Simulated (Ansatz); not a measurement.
**Hf3ZnIr: a trial structure relaxed**

Where does this trial cell of Hf3ZnIr go when cell and atoms are let free?

Method: DFT PBE, scalar-relativistic, plane waves, PAW, in Ansatz 0.2.0.

2 further runs of the same task are left out: 1 that didn't finish, 1 set aside as unsound or not needed.

### Step 1. Starting point

The structure is cubic, space group Pm-3m (No. 221). Conventional cell: a = 4.837 Å, b = 4.837 Å, c = 4.837 Å, α = 90.00°, β = 90.00°, γ = 90.00°. Hf (site symmetry 4/mmm) has 2 Zn at 2.42 Å as nearest neighbours. Zn (site symmetry m-3m) is surrounded by 6 Hf at 2.42 Å. Ir (site symmetry m-3m) has 12 Hf at 3.42 Å as nearest neighbours.

Structure file:

```cif
data_structure
_symmetry_space_group_name_H-M 'P 1'
_symmetry_Int_Tables_number 1
_cell_length_a 4.8371
_cell_length_b 4.8371
_cell_length_c 4.8371
_cell_angle_alpha 90.000
_cell_angle_beta 90.000
_cell_angle_gamma 90.000
_cell_volume 113.17
loop_
_atom_site_label
_atom_site_type_symbol
_atom_site_fract_x
_atom_site_fract_y
_atom_site_fract_z
_atom_site_occupancy
Hf1 Hf 0.00000 0.50000 0.50000 1
Hf2 Hf 0.50000 0.00000 0.50000 1
Hf3 Hf 0.50000 0.50000 0.00000 1
Zn1 Zn 0.50000 0.50000 0.50000 1
Ir1 Ir 0.00000 0.00000 0.00000 1
```

Recipe of the guess: species swapped into a database cell of Ca3BiP (Pm-3m, No. 221), with Hf on the Ca sites, Ir on the Bi sites and Zn on the P sites. Lengths come from tabulated atomic sizes and are only a guess.

### Step 2. Probe: one point on a coarse mesh

input.yaml reads:

```yaml
crystal:
  lattice:
    - [4.83707493, 0.0, 0.0]
    - [0.0, 4.83707493, 0.0]
    - [0.0, 0.0, 4.83707493]
  atoms:
    - { symbol: Hf, position: [0.0, 0.5, 0.5] }
    - { symbol: Hf, position: [0.5, 0.0, 0.5] }
    - { symbol: Hf, position: [0.5, 0.5, 0.0] }
    - { symbol: Zn, position: [0.5, 0.5, 0.5] }
    - { symbol: Ir, position: [0.0, 0.0, 0.0] }
basis:
  ecutwfc: 420
kpoints:
  mp_grid: { grid: [4, 4, 4] }
hamiltonian:
  xc: pbe
scf:
  occupations: { method: gaussian, width: 0.1 }
  lower_state_search: "off"
output:
  forces: true
  stress: true
  eigenvalues: true
```

Started as:

```bash
$ ansatz run input.yaml --threads 1 --pin off --max-ram 2048MiB --backend cpu --events-out ev --progress --plain --runs-dir out
```

The session goes on with these runs: spin check on a coarse mesh; relaxation on the finer mesh.

What does the calculation give? Wanted: conventional cell; volume; energy over the elements; gap on the mesh.

**Answer**, as computed:

```
                              quantity                                                                      value
symmetry at the end (tolerance 0.05 Å)                                                space group Pm-3m (No. 221)
                     conventional cell  a = 4.791 Å, b = 4.791 Å, c = 4.791 Å, α = 90.00°, β = 90.00°, γ = 90.00°
                                volume                                                              21.99 Å³/atom
              energy over the elements                                                              +0.84 eV/atom
                       gap on the mesh                                                               none (metal)
```

In words: The space group Pm-3m (No. 221) is kept, and the volume per atom shrinks by 2.9 % from the first guess. The formation energy is positive, so the separate elements lie lower. No finished test with a distortion of lower symmetry is shown, so the end may be a saddle point. Spin-orbit coupling is left out for Hf, Ir. Other magnetic orders were not searched.
